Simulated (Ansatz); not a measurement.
# SiH₃O₃ radical: a ladder of functionals and wavefunction methods

One table from this session's results is given with a row withheld; the runs are named, their logs left out.

The runs use Ansatz 0.2.0, Gaussian basis; functionals in def2-TZVPP, the program's frozen cores in correlated methods.

Levels to be run: LDA (SPW92), PBE-D4, revPBE-D4, BLYP-D4, r2SCAN-D4, B97M-V, PBE0-D4, B3LYP-D4, r2SCANh-D4, r2SCAN0-D4, HSE06-D4, BHLYP-D4, CAM-B3LYP-D4, LC-ωPBE, ωB97X-V, ωB97M-V, B2PLYP, PBE-QIDH; CCSD(T)/def2-SVP; CCSD(T)/def2-TZVPP; MP2/def2-QZVPP; extrapolation to the limit; RPA on PBE.

## The geometry

An earlier PBE0-D4 in a triple-zeta def2 set relaxation fixed the geometry.

SMILES `O[Si](O)O`, 7 atoms, charge 0, spin multiplicity 2.

Atoms are counted from 1 here; the program's logs count them from 0.

Bond lengths: O1–Si2 1.648 Å, O1–H5 0.959 Å, Si2–O3 1.637 Å, Si2–O4 1.642 Å, O3–H6 0.961 Å, O4–H7 0.959 Å. Angles: Si2–O1–H5 117.0°, O1–Si2–O3 114.2°, O1–Si2–O4 106.2°, O3–Si2–O4 106.3°, Si2–O3–H6 116.2°, Si2–O4–H7 116.5°.

The first run:

File in.yaml:

```yaml
crystal:
  periodic: [false, false, false]
  atoms:
    - {symbol: O, position_ang: [-1.063778, 1.054741, 0.036087]}
    - {symbol: Si, position_ang: [-0.335007, -0.422147, -0.018135]}
    - {symbol: O, position_ang: [0.491951, -0.811747, 1.340304]}
    - {symbol: O, position_ang: [0.775875, -0.339912, -1.225001]}
    - {symbol: H, position_ang: [-1.837905, 1.138462, 0.595929]}
    - {symbol: H, position_ang: [1.450346, -0.764586, 1.282527]}
    - {symbol: H, position_ang: [0.518528, 0.145180, -2.011711]}
basis:
  gaussian: {orbitals: def2-TZVPP}
magnetization: {spin_polarized: true, initial_magnetization: 1}
hamiltonian: {xc: lda}
output: {orbitals: {seedname: orbitals}}
```

Steps of the session up to this table: LDA; PBE-D4 (GGA); revPBE-D4 (GGA); BLYP-D4 (GGA); r2SCAN-D4 (meta-GGA); B97M-V (meta-GGA); PBE0-D4 (hybrid); B3LYP-D4 (hybrid); r2SCANh-D4 (hybrid); r2SCAN0-D4 (hybrid); HSE06-D4 (hybrid); BHLYP-D4 (hybrid); CAM-B3LYP-D4 (range-separated); LC-ωPBE-D4 (range-separated; the results give it without D4); ωB97X-V (range-separated); ωB97M-V (range-separated); B2PLYP (double hybrid); PBE-QIDH (double hybrid).

One table of the session follows, with a row left open; its other results are not shown here.

It belongs to the step «Frontier levels by functional». 

```
  functional  HOMO (eV)  LUMO (eV)  gap (eV)
 LDA (SPW92)      -4.66      -3.29      1.36
      PBE-D4      -4.66      -2.82      1.84
   revPBE-D4      -4.63      -2.64      1.99
     BLYP-D4      -4.50      -2.92      1.58
   r2SCAN-D4      -5.02      -2.24      2.78
      B97M-V      -4.67      -3.04      1.63
     PBE0-D4          ?          ?         ?
    B3LYP-D4      -5.67      -2.33      3.34
  r2SCANh-D4      -5.49      -1.95      3.54
  r2SCAN0-D4      -6.20      -1.52      4.68
    HSE06-D4      -5.53      -2.23      3.29
    BHLYP-D4      -7.07      -1.12      5.95
CAM-B3LYP-D4      -7.24      -1.06      6.18
     LC-ωPBE      -8.66       0.52      9.18
     ωB97X-V      -8.14      -0.14      8.00
     ωB97M-V      -7.73      -0.34      7.40
```

**Question.** Estimate the row for PBE0-D4.

**Answer.** HOMO (eV): -5.93; LUMO (eV): -1.85; gap (eV): 4.08. In the column «HOMO (eV)» it lies between r2SCAN0-D4 (-6.20) and B3LYP-D4 (-5.67).
